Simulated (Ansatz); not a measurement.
# BH7O2Si: the cost of one run

Method: RKS B3LYP/6-31G*, in Ansatz 0.2.0.

### Step 1. The structure to begin with

Bond lengths: B1–O3 1.410 Å, O3–H4 1.010 Å, B1–O5 1.410 Å, O5–H6 1.010 Å, B1–Si7 2.250 Å, Si7–H8 1.460 Å, Si7–H9 1.460 Å, Si7–H10 1.460 Å, Si7–H11 1.594 Å. Angles (14 of 15 angles, heavy atoms first): O3–B1–O5 120.0°, O3–B1–Si7 96.8°, O5–B1–Si7 101.3°, B1–O3–H4 109.5°, B1–O5–H6 109.5°, B1–Si7–H8 109.5°, B1–Si7–H9 109.5°, B1–Si7–H10 109.5°, B1–Si7–H11 55.9°, H8–Si7–H9 109.4°, H8–Si7–H10 109.4°, H8–Si7–H11 58.5°, H9–Si7–H10 109.4°, H9–Si7–H11 145.5°.

As a file:

```xyz
11

B     0.0000    0.0000    0.0000
H     0.0000    0.0000    1.5400
O     1.2211    0.0000   -0.7050
H     1.5209   -0.9519   -0.8599
O    -1.2211    0.0000   -0.7050
H    -1.7308   -0.8467   -0.4965
Si    0.1008    2.1328    0.7095
H     0.6771    2.1737    2.0503
H     0.9351    2.9107   -0.2019
H    -1.2441    2.7001    0.7410
H     0.0412    0.8710    1.6809
```

### Step 2. Pulling towards end A

Springs on the bonds that form and break draw the guess towards this end; the thresholds are loose.

Input file input.yaml:

```yaml
crystal:
  periodic: [false, false, false]
  atoms:
    - { symbol: B, position_ang: [0.0, 0.0, 0.0] }
    - { symbol: H, position_ang: [0.0, 0.0, 1.54] }
    - { symbol: O, position_ang: [1.2211, 0.0, -0.705] }
    - { symbol: H, position_ang: [1.5209, -0.9519, -0.8599] }
    - { symbol: O, position_ang: [-1.2211, 0.0, -0.705] }
    - { symbol: H, position_ang: [-1.7308, -0.8467, -0.4965] }
    - { symbol: Si, position_ang: [0.1008, 2.1328, 0.7095] }
    - { symbol: H, position_ang: [0.6771, 2.1737, 2.0503] }
    - { symbol: H, position_ang: [0.9351, 2.9107, -0.2019] }
    - { symbol: H, position_ang: [-1.2441, 2.7001, 0.741] }
    - { symbol: H, position_ang: [0.0412, 0.871, 1.6809] }
basis:
  gaussian: { orbitals: "6-31G*" }
hamiltonian:
  xc: b3lyp
relax:
  f_tol: 0.15
  max_steps: 25
  restrain:
    - { distance: [0, 6], at: 3.15, k: 30.0 }
    - { distance: [10, 1], at: 1.86, k: 30.0 }
    - { distance: [0, 1], at: 1.19, k: 30.0 }
    - { distance: [10, 6], at: 1.46, k: 30.0 }
```

Command:

```sh
$ ansatz run input.yaml --threads 1 --pin off --max-ram 2048MiB --backend cpu --events-out ev --progress --plain --runs-dir out
```

Q: Estimate wall time and peak memory on 1 thread of Arm Neoverse V2, shared host.

About 45 s, with a peak of 0.15 GiB.
